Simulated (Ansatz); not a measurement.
# K+: energies up the ladder

The task, for K+: energies up the ladder. Charge +1.

Program: Ansatz 0.2.0. Level of theory: the levels named in each step. These are calculated values, not measurements.

## 1. Starting point

Structure file:

```xyz
1

K     0.0000    0.0000    0.0000
```

## 2. Single point, PBE0/def2-TZVPP

Contents of input.yaml:

```yaml
crystal:
  periodic: [false, false, false]
  atoms:
    - { symbol: K, position_ang: [0.0, 0.0, 0.0] }
total_charge: 1
basis:
  gaussian: { orbitals: def2-TZVPP }
hamiltonian:
  xc: pbe0
```

Launch:

```bash
$ ansatz run input.yaml --threads 1 --pin off --max-ram 2560MiB --backend cpu --events-out ev --progress --plain --runs-dir out
```

The runs that follow: Single point, PBE/def2-TZVPP; Single point, r2SCAN/def2-TZVPP; Single point, B3LYP/def2-TZVPP; Single point, wB97M-V/def2-TZVPP; Single point, B2PLYP/def2-TZVPP; Single point, LDA/def2-TZVPP; Single point, PBE0/def2-SVP; Single point, PBE/def2-SVP.

What does the calculation give? Wanted: energy at PBE/def2-SVP.

As calculated:

```
              quantity          value
energy at PBE/def2-SVP  -16311.861 eV
```

In words: These totals serve in differences with atoms or fragments at the same level; alone they don't rank the methods.
